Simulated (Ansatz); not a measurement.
**C₈H₁₂O₈Si: basis-set convergence**

One table from this session's results is given with a row withheld; the runs are named, their logs left out.

Method: one geometry, several basis sets; program: Ansatz 0.2.0, Gaussian basis.

Levels to be run: PBE0-D4/def2-SVP; ωB97M-V/def2-SVP; PBE0-D4/def2-QZVPP; ωB97M-V/def2-QZVPP; the functionals' def2-TZVPP values are taken from earlier runs.

### The relaxed structure

An earlier PBE0-D4 in a triple-zeta def2 set relaxation fixed the geometry.

SMILES `CC(=O)O[Si](OC(C)=O)(OC(C)=O)OC(C)=O`, 29 atoms, charge 0, spin multiplicity 1.

Atoms are counted from 1 here; the program's logs count them from 0.

Bond lengths: C1–C2 1.491 Å, C1–H18 1.087 Å, C1–H19 1.091 Å, C1–H20 1.092 Å, C2–O3 1.198 Å, C2–O4 1.354 Å, O4–Si5 1.641 Å, Si5–O6 1.641 Å, Si5–O10 1.641 Å, Si5–O14 1.641 Å, O6–C7 1.354 Å, C7–C8 1.491 Å, C7–O9 1.198 Å, C8–H21 1.092 Å, C8–H22 1.091 Å, C8–H23 1.087 Å, O10–C11 1.354 Å, C11–C12 1.491 Å and more. Angles: C2–C1–H18 110.0°, C2–C1–H19 109.9°, C2–C1–H20 108.7°, H18–C1–H19 110.7°, H18–C1–H20 110.2°, H19–C1–H20 107.3°, C1–C2–O3 126.2°, C1–C2–O4 111.6°, O3–C2–O4 122.2°, C2–O4–Si5 124.2°, O4–Si5–O6 107.0°, O4–Si5–O10 114.6°, O4–Si5–O14 107.0°, O6–Si5–O10 107.0°, O6–Si5–O14 114.6°, O10–Si5–O14 107.0°, Si5–O6–C7 124.2°, O6–C7–C8 111.6° and more.

The first run:

in.yaml

```yaml
crystal:
  periodic: [false, false, false]
  atoms:
    - {symbol: C, position_ang: [-0.862571, 3.583583, 1.376225]}
    - {symbol: C, position_ang: [-0.409271, 2.593556, 0.357631]}
    - {symbol: O, position_ang: [-0.161209, 2.824897, -0.791375]}
    - {symbol: O, position_ang: [-0.311436, 1.348856, 0.880758]}
    - {symbol: Si, position_ang: [-0.001996, -0.000405, 0.000310]}
    - {symbol: O, position_ang: [1.602450, 0.008831, -0.342306]}
    - {symbol: C, position_ang: [2.309694, -1.088040, -0.701724]}
    - {symbol: C, position_ang: [3.769921, -0.797909, -0.783584]}
    - {symbol: O, position_ang: [1.786494, -2.145557, -0.909673]}
    - {symbol: O, position_ang: [-0.797288, -0.077523, -1.432634]}
    - {symbol: C, position_ang: [-2.092569, 0.277052, -1.603018]}
    - {symbol: C, position_ang: [-2.483414, 0.256123, -3.041732]}
    - {symbol: O, position_ang: [-2.800175, 0.572774, -0.682596]}
    - {symbol: O, position_ang: [-0.501347, -1.281585, 0.895177]}
    - {symbol: C, position_ang: [0.181949, -1.785855, 1.949367]}
    - {symbol: C, position_ang: [-0.435699, -3.046261, 2.452378]}
    - {symbol: O, position_ang: [1.163558, -1.256240, 2.386691]}
    - {symbol: H, position_ang: [-0.864290, 4.582610, 0.948561]}
    - {symbol: H, position_ang: [-0.212036, 3.540020, 2.251247]}
    - {symbol: H, position_ang: [-1.868507, 3.313264, 1.705074]}
    - {symbol: H, position_ang: [4.128225, -0.516745, 0.209222]}
    - {symbol: H, position_ang: [3.942563, 0.053184, -1.444361]}
    - {symbol: H, position_ang: [4.303714, -1.674860, -1.139919]}
    - {symbol: H, position_ang: [-3.542710, 0.476833, -3.142379]}
    - {symbol: H, position_ang: [-2.249772, -0.717570, -3.475466]}
    - {symbol: H, position_ang: [-1.891059, 1.001310, -3.577365]}
    - {symbol: H, position_ang: [0.090282, -3.389872, 3.339073]}
    - {symbol: H, position_ang: [-0.381113, -3.802161, 1.665775]}
    - {symbol: H, position_ang: [-1.491890, -2.880409, 2.670842]}
basis:
  gaussian: {orbitals: def2-SVP}
hamiltonian: {xc: pbe0, dispersion: d4}
output: {orbitals: {seedname: orbitals}}
```

Among the steps run: PBE0-D4 in def2-SVP; ωB97M-V in def2-SVP; PBE0-D4 in def2-QZVPP; ωB97M-V in def2-QZVPP.

One table of the session follows, with a row left open; its other results are not shown here.

It belongs to the step «Density functionals: the series». 

| functional | basis | HOMO (eV) | LUMO (eV) |
| --- | --- | --- | --- |
| PBE0-D4 | def2-SVP | ? | ? |
| PBE0-D4 | def2-TZVPP | -8.24 | -0.24 |
| PBE0-D4 | def2-QZVPP | -8.27 | -0.28 |
| ωB97M-V | def2-SVP | -10.59 | 2.22 |
| ωB97M-V | def2-TZVPP | -10.68 | 2.03 |
| ωB97M-V | def2-QZVPP | -10.71 | 1.65 |

Q: Estimate the row for PBE0-D4, def2-SVP from the others.

**Answer.** HOMO (eV): -8.17; LUMO (eV): -0.12. In the column «HOMO (eV)» it is the highest.
